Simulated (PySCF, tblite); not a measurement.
**C5H9BN2: geometry, infrared bands and NMR shifts**

Aim: predict the infrared bands and NMR shifts of C5H9BN2 (`C#C[C@@H]1C[C@@H]1B(N)N`).

Computed with tblite 0.8.0 and PySCF 2.14.0, with density-fitted response routines of our own, on a single molecule in the gas phase. Atoms are numbered from 0 throughout.

## Step 1: The starting structure

17 atoms, charge 0, multiplicity 1; geometry from: force field or distance geometry start.

Bonds of the start (Å): C0–C1 1.21, C1–C2 1.46, C2–C3 1.55, C3–C4 1.51, C4–B5 1.58, B5–N6 1.54, B5–N7 1.54, C4–C2 1.51, C0–H8 1.07, C2–H9 1.10, C3–H10 1.11, C3–H11 1.08, C4–H12 1.12, N6–H13 1.07, N6–H14 1.05, N7–H15 1.03, N7–H16 1.05.

## Step 2: Geometry optimisation with GFN2-xTB

What the job is given:

```
{"job": {"kind": "relax", "xc": "GFN2-xTB", "basis": "xTB"}, "charge": 0, "multiplicity": 1}
C      2.722800     1.085900     0.857400
C      2.047400     0.104600     0.657800
C      1.268900    -1.107300     0.448100
C      0.618600    -1.217400    -0.950300
C     -0.221300    -0.938400     0.277000
B     -0.878500     0.475400     0.502900
N     -1.825300     0.533300     1.712700
N     -1.303500     1.365300    -0.673500
H      3.312300     1.967300     1.033300
H      1.586700    -2.062700     0.882900
H      0.640500    -2.264400    -1.320100
H      0.935600    -0.438000    -1.632900
H     -0.828000    -1.814000     0.638600
H     -2.146100    -0.460000     1.929700
H     -2.703000     1.061600     1.503600
H     -0.877700     2.295100    -0.566500
H     -2.356500     1.425600    -0.661200
```

On the command line:

```bash
$ OMP_NUM_THREADS=1 python probes_run.py task.json out
```

The driver reads the jobs from task.json and runs them one after another.

**Question.** This job is followed by: GFN2-xTB harmonic vibrations, gas phase; GIAO PBE0/pcSseg-1 NMR shielding, non-relativistic, gas phase. Predict these results of the whole session: strongest single infrared mode (GFN2-xTB); zero-point energy (GFN2-xTB); 13C shifts against TMS (PBE0/pcSseg-1); 1H shifts against TMS (PBE0/pcSseg-1, means over atoms taken as alike); 11B shifts against BF3·OEt2 (PBE0/pcSseg-1); 15N shifts against NH3 (PBE0/pcSseg-1, means over atoms taken as alike).

**Answer**, as computed:

| quantity | value |
| --- | --- |
| strongest single infrared mode (GFN2-xTB) | 464 cm⁻¹, 257 km/mol |
| zero-point energy (GFN2-xTB) | 85.1 kcal/mol |
| 13C shifts against TMS (PBE0/pcSseg-1) | 93.3, 72.7, 17.7, 10.5, 7.1 ppm |
| 1H shifts against TMS (PBE0/pcSseg-1, means over atoms taken as alike) | 2.27, 1.61, 1.27, 1.01, 0.47, -0.04 ppm |
| 11B shifts against BF3·OEt2 (PBE0/pcSseg-1) | 26.6 ppm |
| 15N shifts against NH3 (PBE0/pcSseg-1, means over atoms taken as alike) | 65.6 ppm |

Over 126 steps the energy fell by 1.874 eV; of the close pairs, B5–N7 changed most, 1.535 to 1.402 Å. All 45 modes are real, so the xTB geometry is a minimum. The strongest single mode, at 464 cm⁻¹, moves mainly H16. GFN2-xTB is a fitted tight-binding method: band positions and strengths are rough. Its intensities can rank the bands wrongly. At PBE0/pcSseg-1: The largest span, 303 ppm, is at C1, where the paramagnetic term is -163 ppm.
